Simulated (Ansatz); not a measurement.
# TiC: the cost of one run

Program: Ansatz 0.2.0. Level of theory: DFT LDA, scalar-relativistic, plane waves, PAW. These are calculated values, not measurements.

The COD entry's cell or inner coordinates are ideal or old and differ from later refinements, so a difference from it is no clean test against experiment.

2 further runs of the same task are left out: 2 set aside as unsound or not needed.

**1. Starting point**

The structure is cubic, space group Fm-3m (No. 225). The conventional cell has a = 4.261 Å, b = 4.261 Å, c = 4.261 Å, α = 90.00°, β = 90.00°, γ = 90.00°. Around Ti (site symmetry m-3m) lie 6 C at 2.13 Å. Around C (site symmetry m-3m) lie 6 Ti at 2.13 Å.

As a file:

```
CELL_PARAMETERS angstrom
0.00000 2.13041 2.13041
2.13041 0.00000 2.13041
2.13041 2.13041 0.00000
ATOMIC_POSITIONS crystal
Ti 0.00000 0.00000 0.00000
C 0.50000 0.50000 0.50000
```

It is the result of an earlier relaxation at this level (volume 9.67 Å³/atom; gap on the mesh: none (metal)).

**2. The bulk in the cell of the plane**

input.yaml reads:

```yaml
crystal:
  lattice:
    - [3.0128567032, 0.0, 0.0]
    - [0.0, 3.0128567032, 0.0]
    - [1.5064283516, 1.5064283516, 2.1304114056]
  atoms:
    - { symbol: Ti, position: [0.0, 0.0, 0.0] }
    - { symbol: C, position: [0.5, 0.5, 0.0] }
basis:
  ecutwfc: 420
kpoints:
  mp_grid: { grid: [11, 11, 16] }
hamiltonian:
  xc: lda
scf:
  occupations: { method: gaussian, width: 0.1 }
output:
  forces: true
  stress: true
  eigenvalues: true
```

On the command line:

```
$ ansatz run input.yaml --threads 1 --pin off --max-ram 2560MiB --backend cpu --events-out ev --progress --plain --runs-dir out
```

Q: Estimate wall time and peak memory on 1 thread of Intel Xeon at 2.70GHz, shared host.

About 7.5 s, with a peak of 0.43 GiB.
